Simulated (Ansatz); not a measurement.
**A Cs vacancy and an I vacancy in perovskite CsSnI3, 38 atoms, charge 0**

Aim: let the atoms about the defect relax, then find its formation energy and its levels in the gap by PBEsol, HSE06 and r²SCAN.

Method: density functional theory in Ansatz 0.2.0, PAW datasets, plane waves.

## 1. The starting cell

38 atoms (7 Cs, 8 Sn, 23 I); a = 12.314 Å, b = 12.314 Å, c = 12.314 Å, α = 90.00°, β = 90.00°, γ = 90.00°. All atoms were shaken off their sites by about 0.02 Å along each axis. Defect site 1: (0.500, 0.500, 0.500). Defect site 2: (0.250, 0.250, 0.000).

The runs, in order: (2) PBEsol relaxation at the single k point (¼, ¼, ¼), on 1 × NVIDIA GB200 with 8 threads of Arm Neoverse-V2; (3) HSE06 single point at the single k point (¼, ¼, ¼), on 1 × NVIDIA GB200 with 8 threads of Arm Neoverse-V2; (4) r²SCAN single point at the single k point (¼, ¼, ¼), on 1 × NVIDIA GB200 with 8 threads of Arm Neoverse-V2.

## 2. Relaxation of the positions (PBEsol)

The input, in.yaml:

```yaml
crystal:
  lattice:
    - [12.314462, 0.000000, 0.000000]
    - [0.000000, 12.314462, 0.000000]
    - [0.000000, 0.000000, 12.314462]
  atoms:
    - { symbol: Cs, position: [0.000913, 0.001825, 0.996449] }
    - { symbol: Cs, position: [0.000308, 0.997741, 0.503021] }
    - { symbol: Cs, position: [0.998596, 0.499957, 0.003224] }
    - { symbol: Cs, position: [0.003472, 0.500659, 0.499183] }
    - { symbol: Cs, position: [0.500218, 0.000082, 0.000223] }
    - { symbol: Cs, position: [0.499706, 0.999417, 0.500663] }
    - { symbol: Cs, position: [0.501202, 0.502483, 0.000590] }
    - { symbol: Sn, position: [0.250792, 0.250427, 0.250650] }
    - { symbol: Sn, position: [0.248269, 0.252476, 0.751313] }
    - { symbol: Sn, position: [0.252197, 0.751389, 0.251311] }
    - { symbol: Sn, position: [0.251174, 0.750122, 0.748956] }
    - { symbol: Sn, position: [0.751037, 0.252618, 0.249167] }
    - { symbol: Sn, position: [0.748569, 0.252609, 0.749948] }
    - { symbol: Sn, position: [0.748905, 0.749280, 0.251016] }
    - { symbol: Sn, position: [0.749766, 0.752855, 0.750748] }
    - { symbol: I, position: [0.250670, 0.252065, 0.500388] }
    - { symbol: I, position: [0.249562, 0.749922, 0.000500] }
    - { symbol: I, position: [0.250082, 0.749571, 0.501112] }
    - { symbol: I, position: [0.749422, 0.249992, 0.001346] }
    - { symbol: I, position: [0.748417, 0.251123, 0.496867] }
    - { symbol: I, position: [0.749703, 0.751920, 0.001291] }
    - { symbol: I, position: [0.748478, 0.746671, 0.499732] }
    - { symbol: I, position: [0.999940, 0.247628, 0.253331] }
    - { symbol: I, position: [0.999017, 0.252913, 0.753247] }
    - { symbol: I, position: [0.000061, 0.748985, 0.250390] }
    - { symbol: I, position: [0.000578, 0.747169, 0.750687] }
    - { symbol: I, position: [0.501450, 0.250229, 0.249319] }
    - { symbol: I, position: [0.500969, 0.249108, 0.748293] }
    - { symbol: I, position: [0.499488, 0.747357, 0.250605] }
    - { symbol: I, position: [0.502360, 0.750911, 0.751300] }
    - { symbol: I, position: [0.248682, 0.001107, 0.250351] }
    - { symbol: I, position: [0.251650, 0.999101, 0.750750] }
    - { symbol: I, position: [0.250267, 0.498753, 0.252230] }
    - { symbol: I, position: [0.250480, 0.501937, 0.747316] }
    - { symbol: I, position: [0.749601, 0.998023, 0.248666] }
    - { symbol: I, position: [0.747721, 0.000333, 0.750615] }
    - { symbol: I, position: [0.753003, 0.498532, 0.248718] }
    - { symbol: I, position: [0.749782, 0.500145, 0.753521] }
  symmetry: { detect: false }
kpoints:
  mp_grid: { grid: [1, 1, 1], shift: [0.25, 0.25, 0.25] }
hamiltonian:
  xc: pbesol
scf:
  occupations: { method: fermi_dirac, width: 0.01 }
relax:
  f_tol: 0.03
  max_steps: 80
  escape_saddle: false
  adjacent_minimum: "off"
output:
  forces: true
  eigenvalues: true
  populations: true
```

Started as:

```bash
$ ansatz run in.yaml --threads 8 --pin off --max-ram 118750MiB --runs-dir r --events-out ev --progress --plain --backend cuda --devices 0, --max-vram 170GiB
```

The runs that follow: HSE06 on the final geometry; r²SCAN single point.

Q: Predict the outcome of this session. Wanted: for each run, formation energy; host gap; top filled to lowest empty.

The runs gave:

| level | time | formation energy (eV) | host gap (eV) | top filled to lowest empty (eV) |
| --- | --- | --- | --- | --- |
| PBEsol, relaxation | 6.8 s (GPU) | 4.16 | 0.08 | 1.59 |
| HSE06 | 26 s (GPU) | 4.42 | 0.66 | 2.09 |
| r²SCAN | 4.9 s (GPU) | 4.75 | 0.32 | 1.66 |

```
     quantity                             value
   relaxation  8 recorded steps, 0.50 eV gained
largest shift                      0.39 Å (Cs4)
```

**Reading.** The relaxation lowers the energy by 0.50 eV; the largest shift is 0.39 Å (Cs4). The formation energy goes from 4.16 eV (PBEsol) to 4.75 eV (r²SCAN). The reservoirs are the elements' reference phases; where the defect changes the composition, the value depends on that choice. r²SCAN shows no level inside the gap that the count of atoms sharing it marks as tightly localised. The HSE06 single point took about 5.3 times as long as the r²SCAN one on the same kind of device. Spin–orbit coupling is left out, which matters for the band edges of the heavier elements here. The host's edges were read at Γ, so band-like levels at this k point need not coincide with them. One k point and a cell of this size can leave errors of several tenths of an eV.
